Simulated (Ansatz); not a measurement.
# C2H7AsSeSi: basis-set convergence

One table from this session's results is given with a row withheld; the runs are named, their logs left out.

Program: Ansatz 0.2.0, Gaussian basis. Level of theory: one geometry, several basis sets. These are calculated values, not measurements.

Levels to be run: PBE0-D4/def2-SVP; ωB97M-V/def2-SVP; PBE0-D4/def2-QZVPP; ωB97M-V/def2-QZVPP; the functionals' def2-TZVPP values are taken from earlier runs.

## The geometry

All runs share one geometry, relaxed beforehand with PBE0-D4 in a triple-zeta def2 set.

SMILES `CC(=[Se])[AsH][SiH3]`, 12 atoms, charge 0, spin multiplicity 1.

Atoms are counted from 1 here; the program's logs count them from 0.

Bond lengths: C1–C2 1.488 Å, C1–H6 1.096 Å, C1–H7 1.096 Å, C1–H8 1.090 Å, C2–Se3 1.767 Å, C2–As4 1.941 Å, As4–Si5 2.362 Å, As4–H9 1.526 Å, Si5–H10 1.489 Å, Si5–H11 1.483 Å, Si5–H12 1.480 Å. Angles: C2–C1–H6 110.7°, C2–C1–H7 109.4°, C2–C1–H8 111.6°, H6–C1–H7 106.3°, H6–C1–H8 109.6°, H7–C1–H8 109.1°, C1–C2–Se3 123.3°, C1–C2–As4 116.7°, Se3–C2–As4 119.8°, C2–As4–Si5 96.9°, C2–As4–H9 97.2°, Si5–As4–H9 96.0°, As4–Si5–H10 106.3°, As4–Si5–H11 111.1°, As4–Si5–H12 109.0°, H10–Si5–H11 110.2°, H10–Si5–H12 109.1°, H11–Si5–H12 110.9°.

The first run:

Contents of in.yaml:

```yaml
crystal:
  periodic: [false, false, false]
  atoms:
    - {symbol: C, position_ang: [-1.580871, -1.160328, 0.933404]}
    - {symbol: C, position_ang: [-0.168800, -0.860715, 0.574037]}
    - {symbol: Se, position_ang: [0.973504, -2.090996, 0.022210]}
    - {symbol: As, position_ang: [0.443530, 0.955575, 0.879860]}
    - {symbol: Si, position_ang: [1.577432, 1.220573, -1.175087]}
    - {symbol: H, position_ang: [-1.814543, -0.778912, 1.933447]}
    - {symbol: H, position_ang: [-2.251704, -0.638174, 0.241118]}
    - {symbol: H, position_ang: [-1.786873, -2.229662, 0.891755]}
    - {symbol: H, position_ang: [-0.837191, 1.664219, 0.448567]}
    - {symbol: H, position_ang: [1.590110, 2.681976, -1.460730]}
    - {symbol: H, position_ang: [0.884599, 0.492193, -2.265691]}
    - {symbol: H, position_ang: [2.970807, 0.744261, -1.022881]}
basis:
  gaussian: {orbitals: def2-SVP}
hamiltonian: {xc: pbe0, dispersion: d4}
output: {orbitals: {seedname: orbitals}}
```

The run is started by

```console
ansatz run in.yaml --threads 4 --pin off --events-out ev --progress --plain --max-ram 10444MiB
```

Steps of the session up to this table: PBE0-D4 in def2-SVP; ωB97M-V in def2-SVP; PBE0-D4 in def2-QZVPP; ωB97M-V in def2-QZVPP.

One table of the session follows, with a row left open; its other results are not shown here.

It belongs to the step «Functionals by basis». 

```
functional       basis  HOMO (eV)  LUMO (eV)
   PBE0-D4    def2-SVP      -6.08      -2.40
   PBE0-D4  def2-TZVPP      -6.18      -2.48
   PBE0-D4  def2-QZVPP      -6.20      -2.51
   ωB97M-V    def2-SVP          ?          ?
   ωB97M-V  def2-TZVPP      -8.30      -0.48
   ωB97M-V  def2-QZVPP      -8.32      -0.53
```

Q: Estimate the row for ωB97M-V, def2-SVP from the others.

As computed: HOMO (eV): -8.19; LUMO (eV): -0.33. In the column «HOMO (eV)» it lies between ωB97M-V, def2-TZVPP (-8.30) and PBE0-D4, def2-QZVPP (-6.20).
